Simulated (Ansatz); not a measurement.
GaB:

```xyz
2
Lattice="2.7182 0.0000 0.0000 0.0000 2.7182 0.0000 0.0000 0.0000 3.2362" Properties=species:S:1:pos:R:3 pbc="T T T"
Ga    1.3591    1.3591    1.6181
B     0.0000    0.0000    0.0000
```

The cell was built by a generator and needn't be a form met in nature.

- Program: Ansatz 0.2.0
- Task: relaxation of cell and atoms
- Functional: HSE06
- Potentials or basis: Ansatz PAW
- Cutoff: 420 eV (not typed: the program's choice for these potentials)
- k mesh: 5 × 5 × 4
- Occupations: fermi-dirac, width 0.05 eV
- Spin: no spin polarisation

At the start: volume 11.96 Å³/atom.

**Question.** How do energy, volume and symmetry change on relaxing?

**Answer.** It ends after 6 steps and the volume is 11.52 Å³/atom (-3.7 %); space group P4/mmm (No. 123, to 0.05 Å).

The path:
| step | energy change (eV) | largest force (eV/Å) | volume (Å³) |
| --- | --- | --- | --- |
| 1 | 0.0000 | 0.0000 | 23.91 |
| 2 | -0.0095 | 0.0000 | 23.07 |
| 3 | -0.0140 | 0.0000 | 23.02 |
| 4 | -0.0141 | 0.0000 | 23.04 |
| 5 | -0.0141 | 0.0000 | 23.04 |
| 6 | -0.0131 | 0.0000 | 23.04 |

Final structure:
```yaml
crystal:
  lattice:
    - [2.69286, 0.00000, 0.00000]
    - [0.00000, 2.69286, 0.00000]
    - [0.00000, 0.00000, 3.17704]
  atoms:
    - { symbol: Ga, position: [0.50000, 0.50000, 0.50000] }
    - { symbol: B, position: [0.00000, 0.00000, 0.00000] }
```

Caveat: the k mesh is coarse (spacing up to 0.49 Å⁻¹), so the values aren't converged, least of all with exact exchange; the plane-wave basis is chosen anew once the cell has moved, so the energies of steps on either side of that aren't comparable; the PAW data sets come from PBE, with cores solved anew for the run's functional, which leaves a small shift of forces and pressure.
